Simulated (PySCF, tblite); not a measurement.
# C8H8O: a rotation path, then NMR shifts on frames, part 1 of 2

Aim: move C8H8O (`C=C1C=CC=C1C(C)=O`) away from its starting geometry and see how NMR shifts follow the geometry.

Programs: tblite 0.8.0 and PySCF 2.14.0, with density-fitted response routines of our own. Each step states its level of theory. These are calculated values for one molecule in the gas phase, unless marked as measured. Atoms count from 0, in the outputs and in this text.

### 1 The starting structure

17 atoms, charge 0, multiplicity 1; geometry from: GFN2-xTB.

Bonds of the start (Å): C0–C1 1.34, C1–C2 1.46, C2–C3 1.35, C3–C4 1.44, C4–C5 1.36, C5–C6 1.46, C6–C7 1.51, C6–O8 1.22, C5–C1 1.47, C0–H9 1.08, C0–H10 1.08, C2–H11 1.07, C3–H12 1.08, C4–H13 1.08, C7–H14 1.09, C7–H15 1.09, C7–H16 1.09.

### 2 A band between two rotamers with GFN2-xTB

The job: settings as JSON, then the geometry in Å.

```
{"job": {"kind": "neb", "xc": "GFN2-xTB", "basis": "xTB", "atoms": [1, 5, 6, 7], "turn": 180}, "charge": 0, "multiplicity": 1}
C     -1.528591     1.293074    -1.389635
C     -0.930964     0.166290    -0.990915
C     -1.144020    -1.169010    -1.534497
C     -0.356053    -2.035080    -0.864451
C      0.394373    -1.312577     0.130968
C      0.070941     0.010382     0.079393
C      0.593721     1.094059     0.906273
C      1.616208     0.687490     1.945890
O      0.244022     2.251780     0.783988
H     -1.302330     2.236082    -0.921570
H     -2.252454     1.288465    -2.189046
H     -1.824819    -1.385921    -2.336287
H     -0.277507    -3.095574    -1.023073
H      1.095932    -1.781288     0.797312
H      1.934929     1.565623     2.501414
H      2.477994     0.233755     1.462167
H      1.181621    -0.035522     2.632159
```

Level: GFN2-xTB climbing-image nudged elastic band, gas phase.

The run is started by

```bash
> OMP_NUM_THREADS=1 python probes_run.py task.json out
```

The driver reads the jobs from task.json and runs them one after another.

Output:

```text
image   E - E0 / eV
  0      -0.0000
  1       0.0210
  2       0.0836
  3       0.1764
  4       0.2324
  5       0.2123
  6       0.1894
  7       0.1508
  8       0.1300
```

It took 3.5 s on 1 thread of Intel Xeon Platinum 8488C, shared host; peak memory 0.18 GiB.

The final band, with the dihedral C1–C5–C6–C7:

| image | dihedral (°) | energy (eV) | energy (kcal/mol) |
| --- | --- | --- | --- |
| 0 | 180 | 0.000 | 0.0 |
| 1 | 201 | 0.021 | 0.5 |
| 2 | 222 | 0.084 | 1.9 |
| 3 | 245 | 0.176 | 4.1 |
| 4 | 269 | 0.232 | 5.4 |
| 5 | 294 | 0.212 | 4.9 |
| 6 | 317 | 0.189 | 4.4 |
| 7 | 336 | 0.151 | 3.5 |
| 8 | 360 | 0.130 | 3.0 |

### 3 Shielding tensors: image 0, PBE0/pcSseg-1

The job: settings as JSON, then the geometry in Å.

```
{"job": {"kind": "nmr", "xc": "PBE0", "basis": "pcSseg-1", "pop": false}, "charge": 0, "multiplicity": 1}
C     -1.528600     1.293100    -1.389600
C     -0.931000     0.166300    -0.990900
C     -1.144000    -1.169000    -1.534500
C     -0.356100    -2.035100    -0.864500
C      0.394400    -1.312600     0.131000
C      0.070900     0.010400     0.079400
C      0.593700     1.094100     0.906300
C      1.616200     0.687500     1.945900
O      0.244000     2.251800     0.784000
H     -1.302300     2.236100    -0.921600
H     -2.252500     1.288500    -2.189000
H     -1.824800    -1.385900    -2.336300
H     -0.277500    -3.095600    -1.023100
H      1.095900    -1.781300     0.797300
H      1.934900     1.565600     2.501400
H      2.478000     0.233800     1.462200
H      1.181600    -0.035500     2.632200
```

With the program's defaults for keys left out, this is: GIAO PBE0/pcSseg-1 NMR shielding, non-relativistic, gas phase.

Output:

```text
coarse grid: 14736 points
cycle   1  E = -384.1449157280  dE =  1.598e+00  |g| = 8.011e-01  |ddm| = 4.078e+00
cycle   2  E = -383.7612522246  dE =  3.837e-01  |g| = 1.600e+00  |ddm| = 3.352e+00
cycle   3  E = -384.2694679564  dE = -5.082e-01  |g| = 2.102e-01  |ddm| = 2.674e+00
cycle   4  E = -384.2786371217  dE = -9.169e-03  |g| = 8.980e-02  |ddm| = 2.882e-01
cycle   5  E = -384.2800956967  dE = -1.459e-03  |g| = 5.096e-02  |ddm| = 1.222e-01
cycle   6  E = -384.2808032268  dE = -7.075e-04  |g| = 6.895e-03  |ddm| = 4.749e-02
cycle   7  E = -384.2808134144  dE = -1.019e-05  |g| = 3.210e-03  |ddm| = 8.431e-03
cycle   8  E = -384.2808157171  dE = -2.303e-06  |g| = 9.302e-04  |ddm| = 3.494e-03
final grid: 143848 points
cycle   9  E = -384.3451970367  dE = -2.841e-05  |g| = 1.255e-02  |ddm| = 5.084e-02
cycle  10  E = -384.3451157957  dE =  8.124e-05  |g| = 2.395e-02  |ddm| = 3.489e-02
cycle  11  E = -384.3452283111  dE = -1.125e-04  |g| = 3.064e-03  |ddm| = 2.666e-02
cycle  12  E = -384.3452304660  dE = -2.155e-06  |g| = 5.543e-04  |ddm| = 3.324e-03
cycle  13  E = -384.3452305362  dE = -7.015e-08  |g| = 2.268e-04  |ddm| = 6.981e-04
cycle  14  E = -384.3452305500  dE = -1.383e-08  |g| = 5.631e-05  |ddm| = 2.594e-04
cycle  15  E = -384.3452305507  dE = -7.356e-10  |g| = 1.968e-05  |ddm| = 8.087e-05
converged SCF energy = -384.3452305507

GIAO shielding tensors (ppm)
atom      isotropic    diamagn.    paramagn.     s11        s22        s33       span
  0 C       38.140     252.808    -214.668    -56.775      4.457    166.738    223.513
  1 C       31.623     258.051    -226.428    -71.181     27.215    138.835    210.016
  2 C       47.430     251.494    -204.064    -58.440     59.099    141.631    200.071
  3 C       50.320     254.077    -203.757    -49.244     48.271    151.933    201.178
  4 C       37.243     252.054    -214.811    -57.291     26.146    142.873    200.164
  5 C       52.216     262.376    -210.160    -30.894     45.468    142.074    172.967
  6 C      -10.657     243.325    -253.983    -94.925    -35.575     98.528    193.454
  7 C      157.111     254.178     -97.067    137.585    143.414    190.334     52.749
  8 O     -297.196     402.637    -699.833   -888.984   -354.158    351.554   1240.538
  9 H       23.567      31.674      -8.108     19.437     22.909     28.354      8.916
 10 H       24.915      28.823      -3.908     22.457     24.056     28.232      5.775
 11 H       25.109      31.799      -6.690     23.974     24.053     27.301      3.327
 12 H       25.062      30.886      -5.823     23.878     24.371     26.938      3.060
 13 H       24.400      33.978      -9.577     22.414     23.171     27.616      5.201
 14 H       29.714      28.519       1.195     26.365     28.189     34.588      8.223
 15 H       29.004      30.679      -1.676     25.449     29.450     32.111      6.662
 16 H       29.005      30.684      -1.679     25.454     29.452     32.108      6.654
```

Run time: 29 s. Hardware: 1 thread of Intel Xeon Platinum 8488C, shared host; peak memory 0.86 GiB.

Shifts follow as δ = σ(reference) − σ, with reference shieldings (ppm) from runs at the same level and on the same kind of geometry: 1H TMS 31.72, 13C TMS 186.9, 17O H2O 336.1. The references are single molecules in the gas phase, so shifts against H2O, NH3, PH3, H3PO4 or CFCl3 are not on the usual liquid scales and can be off by tens of ppm. Each atom is listed at this fixed geometry, with no averaging over motion; a spectrum would average atoms that exchange fast.

| atoms | environment | σ (ppm) | δ (ppm) |
| --- | --- | --- | --- |
| C6 | ketone carbonyl carbon | -10.7 | 197.6 |
| C1 | fully substituted alkene carbon | 31.6 | 155.3 |
| C4 | β carbon of a C=C–C=O unit | 37.2 | 149.7 |
| C0 | terminal =CH2 carbon | 38.1 | 148.8 |
| C2 | alkene CH | 47.4 | 139.5 |
| C3 | alkene CH | 50.3 | 136.6 |
| C5 | α carbon of a C=C–C=O unit | 52.2 | 134.7 |
| C7 | methyl carbon α to a carbonyl | 157.1 | 29.8 |
| H9 | hydrogen on a terminal =CH2 carbon | 23.57 | 8.15 |
| H13 | hydrogen on a β carbon of a C=C–C=O unit | 24.40 | 7.32 |
| H10 | hydrogen on a terminal =CH2 carbon | 24.92 | 6.80 |
| H12 | hydrogen on an alkene CH | 25.06 | 6.65 |
| H11 | hydrogen on an alkene CH | 25.11 | 6.61 |
| H15 | hydrogen on a methyl carbon α to a carbonyl | 29.00 | 2.71 |
| H16 | hydrogen on a methyl carbon α to a carbonyl | 29.00 | 2.71 |
| H14 | hydrogen on a methyl carbon α to a carbonyl | 29.71 | 2.00 |
| O8 | ketone oxygen | -297.2 | 633.3 |

Ring of atoms C1, C2, C3, C4, C5: NICS(0) -0.2, NICS(1) -4.4, NICS(1)zz -5.3 ppm (means of both faces).

### 4 NMR shieldings: image 2, PBE0/pcSseg-1

The job: settings as JSON, then the geometry in Å.

```
{"job": {"kind": "nmr", "xc": "PBE0", "basis": "pcSseg-1", "pop": false}, "charge": 0, "multiplicity": 1}
C     -1.260000     1.327300    -1.447700
C     -0.875700     0.143800    -0.965500
C     -1.072100    -1.166500    -1.574600
C     -0.479200    -2.091100    -0.794900
C      0.135600    -1.431700     0.337000
C     -0.092700    -0.097500     0.259600
C      0.314700     0.961000     1.189400
C      1.731500     0.838800     1.701000
O     -0.408800     1.886800     1.485400
H     -1.041300     2.244900    -0.927100
H     -1.813000     1.402200    -2.370000
H     -1.592900    -1.319400    -2.500700
H     -0.446600    -3.153000    -0.958000
H      0.646400    -1.954300     1.125900
H      1.947300     1.637900     2.405300
H      2.409900     0.909700     0.851800
H      1.889900    -0.126700     2.173200
```

Method: GIAO PBE0/pcSseg-1 NMR shielding, non-relativistic, gas phase.

Output:

```text
coarse grid: 14736 points
cycle   1  E = -384.1386947753  dE =  1.605e+00  |g| = 8.026e-01  |ddm| = 4.043e+00
cycle   2  E = -383.7728498403  dE =  3.658e-01  |g| = 1.589e+00  |ddm| = 3.017e+00
cycle   3  E = -384.2643330559  dE = -4.915e-01  |g| = 2.014e-01  |ddm| = 2.347e+00
cycle   4  E = -384.2730572305  dE = -8.724e-03  |g| = 7.765e-02  |ddm| = 2.733e-01
cycle   5  E = -384.2740248009  dE = -9.676e-04  |g| = 4.638e-02  |ddm| = 1.078e-01
cycle   6  E = -384.2745995820  dE = -5.748e-04  |g| = 7.520e-03  |ddm| = 4.362e-02
cycle   7  E = -384.2746122249  dE = -1.264e-05  |g| = 3.464e-03  |ddm| = 9.496e-03
cycle   8  E = -384.2746149755  dE = -2.751e-06  |g| = 9.222e-04  |ddm| = 3.718e-03
final grid: 143848 points
cycle   9  E = -384.3394012267  dE = -2.339e-05  |g| = 1.275e-02  |ddm| = 4.149e-02
cycle  10  E = -384.3393205603  dE =  8.067e-05  |g| = 2.412e-02  |ddm| = 3.448e-02
cycle  11  E = -384.3394337154  dE = -1.132e-04  |g| = 2.900e-03  |ddm| = 2.540e-02
cycle  12  E = -384.3394355997  dE = -1.884e-06  |g| = 4.338e-04  |ddm| = 2.887e-03
cycle  13  E = -384.3394356377  dE = -3.793e-08  |g| = 2.274e-04  |ddm| = 6.247e-04
cycle  14  E = -384.3394356513  dE = -1.368e-08  |g| = 5.766e-05  |ddm| = 2.530e-04
cycle  15  E = -384.3394356521  dE = -7.634e-10  |g| = 1.890e-05  |ddm| = 7.759e-05
converged SCF energy = -384.3394356521

GIAO shielding tensors (ppm)
atom      isotropic    diamagn.    paramagn.     s11        s22        s33       span
  0 C       45.360     253.180    -207.820    -51.197     18.953    168.323    219.520
  1 C       31.469     257.707    -226.238    -72.132     26.951    139.589    211.722
  2 C       51.802     251.165    -199.363    -53.385     63.862    144.929    198.314
  3 C       49.391     254.327    -204.936    -51.336     49.224    150.285    201.622
  4 C       44.834     251.704    -206.871    -47.421     37.016    144.905    192.326
  5 C       44.295     264.854    -220.560    -42.533     41.158    134.259    176.792
  6 C      -15.818     243.303    -259.122   -101.484    -46.797    100.825    202.309
  7 C      153.251     254.110    -100.859    133.967    135.708    190.077     56.110
  8 O     -344.463     401.193    -745.656   -986.912   -387.287    340.811   1327.724
  9 H       24.861      31.751      -6.890     21.701     23.687     29.195      7.494
 10 H       25.129      28.917      -3.788     22.925     24.102     28.361      5.435
 11 H       25.152      31.681      -6.529     23.937     24.375     27.144      3.207
 12 H       25.058      30.876      -5.818     23.750     24.517     26.907      3.157
 13 H       24.772      33.669      -8.897     22.341     24.339     27.636      5.295
 14 H       29.584      28.937       0.647     26.190     27.807     34.755      8.565
 15 H       29.339      30.738      -1.399     26.643     29.114     32.260      5.618
 16 H       28.950      30.778      -1.828     24.960     29.961     31.929      6.968
```

Run time: 28 s. Hardware: 1 thread of Intel Xeon Platinum 8488C, shared host; peak memory 0.95 GiB.

Key values: δ C6 202.7, C1 155.5, C5 142.6, C4 142.1, H13 6.94, H9 6.86 ppm.

(Continued in part 2 of 2.)
